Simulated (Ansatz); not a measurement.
# C3H6ClIn: the cost of one run

Computed with Ansatz 0.2.0, Gaussian basis. Level: the settings change from run to run.

**1. The geometry**

The structure was relaxed beforehand with PBE0-D4 in a triple-zeta def2 set. In takes a core potential in def2 sets; no spin-orbit term is included.

SMILES `C=C[CH2][InH][Cl]`, 11 atoms, charge 0, spin multiplicity 1.

Atoms are counted from 1 here; the program's logs count them from 0.

Bond lengths: C1–C2 1.332 Å, C1–H6 1.086 Å, C1–H7 1.083 Å, C2–C3 1.482 Å, C2–H8 1.089 Å, C3–In4 2.159 Å, C3–H9 1.091 Å, C3–H10 1.090 Å, In4–Cl5 2.356 Å, In4–H11 1.708 Å. Angles: C2–C1–H6 121.7°, C2–C1–H7 121.2°, H6–C1–H7 117.1°, C1–C2–C3 125.7°, C1–C2–H8 118.5°, C3–C2–H8 115.7°, C2–C3–In4 104.6°, C2–C3–H9 112.5°, C2–C3–H10 112.7°, In4–C3–H9 107.4°, In4–C3–H10 109.5°, H9–C3–H10 110.0°, C3–In4–Cl5 109.8°, C3–In4–H11 136.7°, Cl5–In4–H11 113.2°.

**2. wPBEh/def2-SVPD**

This run has atoms shaken by 0.08 Å, density fitting with def2-universal-jkfit, the search for lower states set to light.

The input, in.yaml:

```yaml
crystal:
  periodic: [false, false, false]
  atoms:
    - {symbol: C, position_ang: [0.641126, 1.543434, 1.056421]}
    - {symbol: C, position_ang: [-0.207231, 0.475096, 0.826266]}
    - {symbol: C, position_ang: [0.175760, -0.779020, 0.338933]}
    - {symbol: In, position_ang: [-0.050146, -1.146176, -1.724559]}
    - {symbol: Cl, position_ang: [-2.177823, -0.906714, -2.314155]}
    - {symbol: H, position_ang: [1.558309, 1.323419, 1.160434]}
    - {symbol: H, position_ang: [0.173651, 2.436014, 1.285606]}
    - {symbol: H, position_ang: [-1.337204, 0.713221, 0.809124]}
    - {symbol: H, position_ang: [-0.463766, -1.570957, 0.738455]}
    - {symbol: H, position_ang: [1.207305, -1.128528, 0.763860]}
    - {symbol: H, position_ang: [1.128397, -0.952824, -2.978831]}
basis:
  gaussian: {orbitals: def2-SVPD, fitting: {mean_field: def2-universal-jkfit}}
hamiltonian: {xc: {name: wPBEh}}
scf: {lower_state_search: light}
output: {forces: true}
```

On the command line:

```sh
ansatz run in.yaml --threads 4 --pin off --events-out ev --progress --plain --max-ram 10444MiB
```

Q: Estimate wall time and peak memory on 4 threads of Arm Neoverse V1, shared host.

About 3.3 s, with a peak of 0.48 GiB.
